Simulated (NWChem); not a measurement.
# InH2 (SMILES [InH2]): levels of theory compared

We compute a comparison of 4 runs (U-wB97X/def2-SVPD, U-wB97X/def2-TZVP, U-wB97X/def2-SVP, U-wB97X/def2-TZVPD) of InH2. 

The results are computed with NWChem 7.3.0.

## Step 1: The structure to begin with

InH2: 3 atoms, total charge 0, spin state doublet. SMILES: `[InH2]`. The coordinates come from a PBE0-D4/def2-TZVP relaxation.

Bond lengths: In1–H2 1.758 Å, In1–H3 1.758 Å. Angles: H2–In1–H3 120.6°.

## Step 2: Energy and gradient at U-wB97X/def2-SVPD (core potential) (run 1)

Contents of test.nw:

```
start test
title "H2In"
memory stack 880 mb heap 220 mb global 1100 mb

geometry units angstrom noautosym nocenter noautoz
   In    0.384600   -0.425400    0.149800
   H     0.691300    1.265400    0.521600
   H    -1.086900   -0.904800   -0.684700
end

basis spherical bse
   * library def2-SVPD
end

ecp bse
   In library def2-SVPD
end

dft
   xc wb97x
   mult 2
   grid fine
   convergence energy 1e-08
   maxiter 100
   mulliken
   print low
end

task dft gradient
```

Launch:

```console
nwchem test.nw > test.out
```

The program printed:

```text
[...]
 d= 0,ls=0.0,diis     1   -191.2793085416 -2.04D+02  6.70D-03  1.81D-02     1.6
[...]
 d= 0,ls=0.0,diis    10   -191.2965132783 -3.11D-09  3.44D-07  2.09D-11    11.2
[...]
         Total DFT energy =     -191.296513278255
      One electron energy =     -361.251023886237
           Coulomb energy =      174.570275548912
    Exchange-Corr. energy =      -17.429960834540
 Nuclear repulsion energy =       12.814195893610
[...]
      Total Density - Mulliken Population Analysis
     ---------------------------------------------
    Atom       Charge   Shell Charges
 -----------   ------   -------------------------------------------------------
    1 In  21    20.96  -0.60  2.61  1.02  0.52 -0.01  2.78  3.23  0.97  0.40  9.63  0.41  0.01
    2 H    1     1.02   0.66  0.35  0.01 -0.00
    3 H    1     1.02   0.66  0.35  0.01 -0.00
[...]
      <S2> =      0.7543 (Exact =     0.7500)
[...]
                         DFT ENERGY GRADIENTS
    atom               coordinates                        gradient
                 x          y          z           x          y          z
   1 In      0.726789  -0.803889   0.283081   -0.000511   0.000560  -0.000199
   2 H       1.306368   2.391259   0.985681    0.000032  -0.000562  -0.000053
   3 H      -2.053943  -1.709824  -1.293895    0.000479   0.000002   0.000253
 Task  times  cpu:       13.6s     wall:       13.6s
 Total times  cpu:       13.6s     wall:       13.6s
```

It took 14 s on 1 thread of Intel Xeon 6975P-C (Granite Rapids), shared host; peak memory 0.12 GiB.

## Step 3: Energy and gradient at U-wB97X/def2-TZVP (core potential) (run 2)

Contents of a.nw:

```
start a
memory stack 880 mb heap 220 mb global 1100 mb

geometry units angstrom noautosym nocenter noautoz
In       0.384600      -0.425400       0.149800
H        0.691300       1.265400       0.521600
H       -1.086900      -0.904800      -0.684700
end

basis spherical bse
* library def2-TZVP
end

ecp bse
In library def2-TZVP
end

dft
xc wb97x
mult 2
grid fine
convergence energy 1e-08
iterations 100
mulliken
print low
end

task dft gradient
```

Launch:

```console
nwchem a.nw > a.out
```

The program printed:

```text
[...]
 d= 0,ls=0.0,diis     1   -191.2854391419 -2.04D+02  9.66D-03  3.66D-02     2.3
[...]
 d= 0,ls=0.0,diis    11   -191.3050027024 -1.01D-10  5.95D-08  5.21D-12    18.9
[...]
         Total DFT energy =     -191.305002702356
      One electron energy =     -361.347827073985
           Coulomb energy =      174.666828529080
    Exchange-Corr. energy =      -17.438200051061
 Nuclear repulsion energy =       12.814195893610
[...]
      Total Density - Mulliken Population Analysis
     ---------------------------------------------
    Atom       Charge   Shell Charges
 -----------   ------   -------------------------------------------------------
    1 In  21    20.76   0.40 -0.85  1.63  0.81  0.97  0.49 -0.41  6.40  0.54  0.63  0.10  8.82  1.13  0.09  0.00  0.01
    2 H    1     1.12   0.22  0.52  0.37  0.01
    3 H    1     1.12   0.22  0.52  0.37  0.01
[...]
      <S2> =      0.7544 (Exact =     0.7500)
[...]
                         DFT ENERGY GRADIENTS
    atom               coordinates                        gradient
                 x          y          z           x          y          z
   1 In      0.726789  -0.803889   0.283081    0.000287  -0.000270   0.000117
   2 H       1.306368   2.391259   0.985681    0.000204   0.000550   0.000176
   3 H      -2.053943  -1.709824  -1.293895   -0.000491  -0.000280  -0.000293
 Task  times  cpu:       23.1s     wall:       23.1s
 Total times  cpu:       23.2s     wall:       23.2s
```

Run time: 24 s. Hardware: 1 thread of Intel Xeon 6975P-C (Granite Rapids), shared host; peak memory 0.13 GiB.

Run 3 isn't shown in full; the table further down has it.

## Step 4: Energy and gradient at U-wB97X/def2-TZVPD (core potential) (run 4)

Contents of geom.nw:

```
start geom
memory 2200 mb

geometry noautosym nocenter noautoz
 In    0.384600   -0.425400    0.149800
 H     0.691300    1.265400    0.521600
 H    -1.086900   -0.904800   -0.684700
end

basis spherical bse
 In library def2-TZVPD
 H library def2-TZVPD
end

ecp bse
 In library def2-TZVPD
end

dft
 xc wb97x
 mult 2
 grid fine
 convergence energy 1e-08
 iterations 100
 mulliken
 noprint "final vectors analysis"
end

task dft gradient
```

Launch:

```console
nwchem geom.nw > geom.out
```

The program printed:

```text
[...]
          Wavefunction type:  spin polarized.
          No. of atoms     :     3
          No. of electrons :    23
[...]
          Charge           :     0
          Spin multiplicity:     2
[...]
          AO basis - number of functions:    74
[...]
              XC Information
              --------------
                       wb97x  Method XC Functional
                     Hartree-Fock (Exact) Exchange  1.000
                         wb97x Exchange Functional  1.000
                      wb97x Correlation Functional  1.000
[...]
 d= 0,ls=0.0,diis     1   -191.2854649126 -2.04D+02  6.92D-03  3.69D-02     3.6
[...]
 d= 0,ls=0.0,diis    11   -191.3052174824 -1.63D-10  1.15D-07  5.17D-12    32.0
[...]
         Total DFT energy =     -191.305217482378
      One electron energy =     -361.346097170252
           Coulomb energy =      174.665059935324
    Exchange-Corr. energy =      -17.438376141060
 Nuclear repulsion energy =       12.814195893610
[...]
      Total Density - Mulliken Population Analysis
     ---------------------------------------------
    Atom       Charge   Shell Charges
 -----------   ------   -------------------------------------------------------
    1 In  21    20.57   0.40 -0.85  1.63  0.81  0.96  0.39  0.01 -0.41  6.40  0.55  0.53  0.11  8.82  1.12  0.08  0.00  0.00  0.01
    2 H    1     1.22   0.22  0.52  0.46  0.01  0.01
    3 H    1     1.22   0.22  0.52  0.46  0.01  0.01
[...]
      <S2> =      0.7544 (Exact =     0.7500)
[...]
  wavefunction    = open shell
[...]
                         DFT ENERGY GRADIENTS
    atom               coordinates                        gradient
                 x          y          z           x          y          z
   1 In      0.726789  -0.803889   0.283081    0.000403  -0.000391   0.000164
   2 H       1.306368   2.391259   0.985681    0.000177   0.000649   0.000174
   3 H      -2.053943  -1.709824  -1.293895   -0.000581  -0.000258  -0.000338
[...]
```

Run time: 43 s. Hardware: 1 thread of Intel Xeon 6975P-C (Granite Rapids), shared host; peak memory 0.13 GiB.

## Step 5: Overview of the runs

| run | level | core potential | energy (Eh) | ⟨S²⟩ | largest force (eV/Å) | wall time |
| --- | --- | --- | --- | --- | --- | --- |
| 1 | U-wB97X/def2-SVPD (core potential) | def2-SVPD | -191.296513 | 0.754 | 0.040 | 14 s |
| 2 | U-wB97X/def2-TZVP (core potential) | def2-TZVP | -191.305003 | 0.754 | 0.033 | 24 s |
| 3 | U-wB97X/def2-SVP (core potential) | def2-SVP | -191.295609 | 0.754 | 0.065 | 10 s |
| 4 | U-wB97X/def2-TZVPD (core potential) | def2-TZVPD | -191.305217 | 0.754 | 0.037 | 43 s |

## Step 6: What came out

```
                       quantity          value
            run 4: total energy  -191.30522 Eh
           run 4: dipole moment         0.43 D
                    run 4: ⟨S²⟩          0.754
run 4: largest force on an atom     0.037 eV/Å
```

Over the runs the total energy spans 0.261 eV. All runs together took 92 s, the longest 43 s.
